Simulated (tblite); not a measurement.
# C6H10ClFSi: the cost of one run

The runs use tblite 0.8.0 and PySCF 2.14.0, with density-fitted response routines of our own; the level of theory stands in each step. All values are computed, except where a source is named. Atoms are numbered from 0 throughout.

**1. The starting structure**

19 atoms, charge 0, multiplicity 1; geometry from: force field or distance geometry start.

Bonds of the start (Å): C0–C1 1.53, C1–C2 1.32, C2–Si3 1.89, Si3–C4 1.90, C4–F5 1.37, C4–C6 1.47, C6–Cl7 1.78, C4–C8 1.49, C8–C1 1.46, C0–H9 1.10, C0–H10 1.11, C0–H11 1.11, C2–H12 1.07, Si3–H13 1.44, Si3–H14 1.44, C6–H15 1.12, C6–H16 1.11, C8–H17 1.13, C8–H18 1.10.

**2. Relaxing the molecule with GFN2-xTB**

Job settings and geometry (Å):

```
{"job": {"kind": "relax", "xc": "GFN2-xTB", "basis": "xTB"}, "charge": 0, "multiplicity": 1}
C      2.445800    -0.809300     0.157200
C      1.151600    -0.018300    -0.044200
C      0.919000     1.073800     0.650800
Si    -0.765700     1.700200     0.080300
C     -1.251700    -0.027300    -0.555300
F     -2.149800     0.090400    -1.588800
C     -1.852900    -0.823600     0.528700
Cl    -3.291500     0.043800     1.115700
C      0.121800    -0.420400    -0.991400
H      3.015200    -0.881200    -0.780600
H      3.086700    -0.296800     0.902500
H      2.183400    -1.794800     0.600800
H      1.521600     1.550700     1.392200
H     -1.601100     2.122600     1.170000
H     -0.666100     2.575000    -1.056300
H     -2.209500    -1.835600     0.224800
H     -1.197700    -0.964000     1.416400
H      0.331500     0.198000    -1.917900
H      0.199700    -1.473800    -1.312700
```

Started as:

```
$ OMP_NUM_THREADS=1 python probes_run.py task.json out
```

The driver reads the jobs from task.json and runs them one after another.

Q: Estimate the wall time and peak memory of this first job on 1 thread of Arm Neoverse V2, shared host.

About 1.1 s, with a peak of 0.18 GiB.
